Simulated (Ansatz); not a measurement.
PtRh3, space group Pm-3m, an SCF with some post-processing

Program: the Ansatz DFT code, driven from Python.

The cells in order, each with its output:

```python
from pathlib import Path

import ansatz
import numpy as np
from pymatgen.core import Lattice, Structure
from pymatgen.core import Structure
from pymatgen.io.ase import AseAtomsAdaptor
```

```python
pmg_structure = Structure(
    Lattice([[3.840481, 0.0, 0.0], [0.0, 3.840481, 0.0], [0.0, 0.0, 3.840481]]),
    ["Rh", "Rh", "Rh", "Pt"],
    [
        [0.5, 0.0, 0.0],
        [0.0, 0.5, 0.0],
        [0.0, 0.0, 0.5],
        [0.5, 0.5, 0.5],
    ],
)
cell = ansatz.Crystal.from_ase(AseAtomsAdaptor.get_atoms(pmg_structure))

calc = (
    cell.calculation()
    .functional("r2SCAN")
    .basis(39 * ansatz.Ry)
    .kpoints(6, 6, 6)
    .occupations("fermi_dirac", width=0.1)
    .density()
    .potential()
    .electron_localization_function()
    .output_files(volumetric_format="npy")
    .stress()
    .populations()
)
history = []
outcome = calc.session().plan().execute(on_event=lambda event: history.append(event["data"]["dr2_ev"]) if event["event"] == "scf_iter" else None)
report = outcome.report
```

```python
report["kpoints_frac"][:4]
```

    [[0.0, 0.0, 0.0], [0.0, 0.0, 0.16666666666666666], [0.0, 0.0, 0.3333333333333333], [0.0, 0.0, -0.5]]

```python
report["converged"], report["free_energy_ev"]
```

    (True, -31782.809193665697)

```python
[(site.symbol, site.position_frac.round(4).tolist()) for site in outcome.lattice.sites]
```

    [(<Element.RH: 'Rh'>, [0.5, 0.0, 0.0]), (<Element.RH: 'Rh'>, [0.0, 0.5, 0.0]),
     (<Element.RH: 'Rh'>, [0.0, 0.0, 0.5]), (<Element.PT: 'Pt'>, [0.5, 0.5, 0.5])]

```python
print("density residual by iteration (eV):", " ".join(f"{value:.1e}" for value in history[:40]))
```

    density residual by iteration (eV): 6.4e-02 1.2e-02 3.3e-03 4.0e-04 1.7e-05 1.9e-06 5.7e-08

```python
print("%-22s %14.5f eV" % ("F = E - TS", report["free_energy_ev"]))
print("%-22s %14.5f eV" % ("E", report["internal_energy_ev"]))
print("%-22s %14.5f eV" % ("Harris-Foulkes", report["harris_foulkes_ev"]))
print("%-22s %14.5f eV" % ("Fermi level", report["fermi_energy_ev"]))
```

    F = E - TS               -31782.80919 eV
    E                        -31782.62115 eV
    Harris-Foulkes           -31782.80919 eV
    Fermi level                  22.32974 eV

```python
folder = Path(outcome.write_results("fields"))
print("densities in e/A^3, potentials in eV, ELF without unit")
for name in sorted(p.name for p in folder.glob("*.npy")):
    field = np.load(folder / name)
    print(f"{name:16s} {str(field.shape):16s} min {field.min():10.4f}  mean {field.mean():10.4f}  max {field.max():10.4f}")
```

    densities in e/A^3, potentials in eV, ELF without unit
    elf.npy          (30, 30, 30)     min     0.1440  mean     0.3106  max     0.7741
    rho.npy          (30, 30, 30)     min     0.1476  mean     1.2181  max    15.0068
    v_es.npy         (30, 30, 30)     min   -78.3267  mean     9.6654  max    25.8284
    v_tot.npy        (30, 30, 30)     min  -114.7377  mean    -5.2532  max    17.3328

```python
# principal values and the von Mises stress of the deviator
principal = np.linalg.eigvalsh(np.array(report["stress_gpa"]))
mises = np.sqrt(0.5 * sum((principal[i] - principal[i - 1]) ** 2 for i in range(3)))
print("principal stresses (GPa, compression positive):", np.round(principal, 3))
print(f"mean {principal.mean():.3f} GPa, von Mises {mises:.3f} GPa, PV = {principal.mean() * report['setup']['cell_volume_ang3'] / 160.21766:.4f} eV")
```

    principal stresses (GPa, compression positive): [-0.92 -0.92 -0.92]
    mean -0.920 GPa, von Mises 0.000 GPa, PV = -0.3252 eV

```python
final = Structure(outcome.lattice.cell_ang, [s.symbol for s in outcome.lattice.sites], [s.position_frac for s in outcome.lattice.sites])
# count neighbours out to a fixed multiple of the shortest distance
for index, (site, neighbours) in enumerate(zip(final, final.get_all_neighbors(5.5))):
    first = min(n.nn_distance for n in neighbours)
    shell = [n for n in neighbours if n.nn_distance < 1.1 * first]
    mean = sum(n.nn_distance for n in shell) / len(shell)
    print(f"atom {index} {site.specie.symbol}: {len(shell)} neighbours within 1.1 of the shortest distance, mean {mean:.3f} A")
```

    atom 0 Rh: 12 neighbours within 1.1 of the shortest distance, mean 2.716 A
    atom 1 Rh: 12 neighbours within 1.1 of the shortest distance, mean 2.716 A
    atom 2 Rh: 12 neighbours within 1.1 of the shortest distance, mean 2.716 A
    atom 3 Pt: 12 neighbours within 1.1 of the shortest distance, mean 2.716 A

```python
files = Path(outcome.write_results("tables"))
print((files / "populations.tsv").read_text())
```

    # site	symbol	l	j	q
    # orbitals = lowdin
    # n_electrons = 69.000000
    # spilling = 0.006181
    0	Rh	0_4S	-	1.989845
    0	Rh	0_5S	-	0.778972
    0	Rh	1_4P	-	5.995533
    0	Rh	2_4D	-	8.177859
    1	Rh	0_4S	-	1.989845
    1	Rh	0_5S	-	0.778972
    1	Rh	1_4P	-	5.995533
    1	Rh	2_4D	-	8.177859
    2	Rh	0_4S	-	1.989845
    2	Rh	0_5S	-	0.778972
    2	Rh	1_4P	-	5.995533
    2	Rh	2_4D	-	8.177859
    3	Pt	0_5S	-	1.974933
    3	Pt	0_6S	-	0.967565
    3	Pt	1_5P	-	5.995169
    3	Pt	2_5D	-	8.809195

Caveats:
- Total energies depend on the potentials; only differences at equal settings carry meaning. A total without «per atom» is that of the cell as typed.
- The run is spin-unpolarised.
- For a metal this k-point mesh is coarse: on a finer one energies can move by several to tens of meV an atom and pressures by half a GPa or more, differences at one mesh by less.
- Only differences from the Fermi energy are physical; the zero of the scale is a convention.
- Spin-orbit coupling, which matters for elements this heavy, is left out.
- The fields are valence quantities on the plane-wave grid; their values near the nuclei depend on the potentials.
- This cell is a computed structure, which may not be the phase found in nature.
- Timing: 9.7 s on 1 thread of Arm Neoverse V1, on a shared host, peak memory 0.59 GiB.
